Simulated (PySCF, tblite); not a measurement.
**C5H5F2N: geometry, infrared bands and NMR shifts**

What infrared bands and NMR shifts should C5H5F2N (`C#C[C@H](N=C)C(F)F`) show?

The runs use tblite 0.8.0 and PySCF 2.14.0, with density-fitted response routines of our own; the level of theory stands in each step. All values are computed, except where a source is named. Atoms count from 0, in the outputs and in this text.

**1. Starting geometry**

13 atoms, charge 0, multiplicity 1; geometry from: force field or distance geometry start.

Bonds of the start (Å): C0–C1 1.21, C1–C2 1.47, C2–N3 1.49, N3–C4 1.29, C2–C5 1.54, C5–F6 1.36, C5–F7 1.37, C0–H8 1.06, C2–H9 1.10, C4–H10 1.10, C4–H11 1.11, C5–H12 1.09.

**2. Relaxing the molecule with GFN2-xTB**

Job settings and geometry (Å):

```
{"job": {"kind": "relax", "xc": "GFN2-xTB", "basis": "xTB"}, "charge": 0, "multiplicity": 1}
C      2.535800    -0.717000    -1.300800
C      1.465400    -0.461600    -0.794700
C      0.181500    -0.172000    -0.147100
N     -0.836400    -0.526600    -1.177700
C     -1.979900    -0.859200    -0.670800
C      0.066600     1.312800     0.235200
F     -1.149600     1.562800     0.788300
F      0.984100     1.614100     1.213000
H      3.465500    -0.941800    -1.761300
H      0.064400    -0.790800     0.752900
H     -2.210600    -0.865100     0.400100
H     -2.803000    -1.151500    -1.351900
H      0.211800     1.996200    -0.596100
```

Run with:

```sh
OMP_NUM_THREADS=1 python probes_run.py task.json out
```

This one command runs all jobs of the session in turn.

**Question.** This job is followed by: GFN2-xTB harmonic vibrations, gas phase; GIAO PBE0/pcSseg-1 NMR shielding, non-relativistic, gas phase. Predict these results of the whole session: strongest single infrared mode (GFN2-xTB); zero-point energy (GFN2-xTB); ¹³C shifts against TMS (PBE0/pcSseg-1); ¹H shifts against TMS (PBE0/pcSseg-1); ¹⁵N shifts against NH3 (PBE0/pcSseg-1); ¹⁹F shifts against CFCl3 (PBE0/pcSseg-1); surface potential, 1st and 99th percentile.

The runs gave:

| quantity | value |
| --- | --- |
| strongest single infrared mode (GFN2-xTB) | 1037 cm⁻¹, 167 km/mol |
| zero-point energy (GFN2-xTB) | 54.6 kcal/mol |
| ¹³C shifts against TMS (PBE0/pcSseg-1) | 162.6, 122.4, 83.2, 82.6, 70.4 ppm |
| ¹H shifts against TMS (PBE0/pcSseg-1) | 7.84, 7.50, 6.23, 3.98, 1.94 ppm |
| ¹⁵N shifts against NH3 (PBE0/pcSseg-1) | 394.3 ppm |
| ¹⁹F shifts against CFCl3 (PBE0/pcSseg-1) | -137.4, -141.6 ppm |
| surface potential, 1st and 99th percentile | -1.30 V and 1.47 V |

Over 79 steps the energy fell by 0.229 eV; of the close pairs, C2–N3 changed most, 1.491 to 1.442 Å. All 33 modes are real, so the xTB geometry is a minimum. The strongest single mode, at 1037 cm⁻¹, moves mainly C5. GFN2-xTB is a fitted tight-binding method: band positions and strengths are rough. Its intensities can rank the bands wrongly. At PBE0/pcSseg-1: The widest tensor belongs to N3: span 732 ppm, with a paramagnetic part of -452 ppm. At PBE0/pcSseg-1, counted by nearest atom on the grid, the HOMO lies on N3 56 %; H9, H10 about 8 % each, the LUMO on C4 34 %; N3 33 %.
